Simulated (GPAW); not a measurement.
**A GPAW job on SnH2SCl (SMILES [SH][SnH][Cl])**

Aim: energy and one-electron properties of SnH2SCl.

Program for the calculation: GPAW 26.7.0.

3 further runs of the same task are left out: 3 set aside as unsound or not needed. Runs told in other sessions of the task aren't counted.

## 1. Starting point

SnH2SCl: 5 atoms, total charge 0, spin state doublet. As SMILES, `[SH][SnH][Cl]`. The shape comes from GFN2-xTB, which is rough for such elements, and wasn't checked as a minimum. This is one conformer, not always the lowest.

Bond lengths: S1–Sn2 2.510 Å, Sn2–Cl3 2.364 Å, S1–H4 1.329 Å, Sn2–H5 1.982 Å. Angles: S1–Sn2–Cl3 102.8°, S1–Sn2–H5 102.6°, Cl3–Sn2–H5 108.3°, Sn2–S1–H4 97.0°.

## 2. The run

clh2ssn.sdf

```

     RDKit          3D

  5  4  0  0  0  0  0  0  0  0999 V2000
   -1.5268   -0.6666   -0.4144 S   0  0  0  0  0  0  0  0  0  0  0  0
    0.4283    0.4143    0.7308 Sn  0  0  0  0  0  3  0  0  0  0  0  0
    1.6951   -1.4398    1.4696 Cl  0  0  0  0  0  0  0  0  0  0  0  0
   -1.9908    0.4270   -1.0093 H   0  0  0  0  0  0  0  0  0  0  0  0
    1.3943    1.2651   -0.7767 H   0  0  0  0  0  0  0  0  0  0  0  0
  2  1  1  0
  3  2  1  0
  4  1  1  0
  5  2  1  0
M  RAD  1   2   2
M  END
$$$$
```

clh2ssn_sp.py

```python
import numpy as np
from ase.io import read
from ase.units import Debye
from gpaw import GPAW

mol = read('clh2ssn.sdf')
mol.center(vacuum=4.5)
mol.set_initial_magnetic_moments([1.0, 0.0, 0.0, 0.0, 0.0])

calculator = GPAW(mode='lcao',
                  occupations={'name': 'fermi-dirac', 'width': 0.0, 'fixmagmom': True},
                  maxiter=74,
                  basis='sz(dzp)',
                  xc='BLYP',
                  h=0.16,
                  txt='-')
mol.calc = calculator

energy = mol.get_potential_energy()
print(f'Energy                  {energy:.5f} eV')
forces = mol.get_forces()
print('Forces (eV/Ang)')
for symbol, f in zip(mol.symbols, forces):
    print(f'{symbol:2} {f[0]:9.4f} {f[1]:9.4f} {f[2]:9.4f}')
dipole = mol.get_dipole_moment() / Debye
print(f'Dipole: {np.linalg.norm(dipole):.3f} D')
```

Command:

```console
python clh2ssn_sp.py
```

Output:

```text
__  _  _
 | _ |_)|_||  |
 |__||  | ||/\| - 26.7.0

units:  Angstrom and eV
cores:  1
OpenMP: False

Versions:
  Python: 3.12.14
  ASE:    3.29.0
  Numpy:  2.5.5
  Scipy:  1.18.1
  Libxc:  7.0.0

        _gpaw.cpython-312-x86_64-linux-gnu.so

Input parameters:
  mode=LCAO(),
  basis={'default': 'sz(dzp)'},
  h=0.16,
  maxiter=74,
  occupations=Occupations(name='fermi-dirac', width=0.0, fixmagmom=True),
  xc=XC(name='BLYP')
FileNotFoundError: Could not find required PAW dataset file "S.BLYP".

You need to set the GPAW_SETUP_PATH environment variable to point to
the directories where PAW dataset and basis files are stored.  See
```

It took 0.95 s on 1 thread of Intel Xeon Platinum 8259CL at 2.50GHz (Skylake/Cascade Lake), shared host; peak memory 0.11 GiB.

## 3. Reading the log

The program refused the input.

The telling line is `FileNotFoundError: Could not find required PAW dataset file "S.BLYP".`. What is wrong: a data file that the run needs (basis, dataset or core potential) isn't installed. To mend it, install or generate that file, or choose a functional or basis whose files are there.
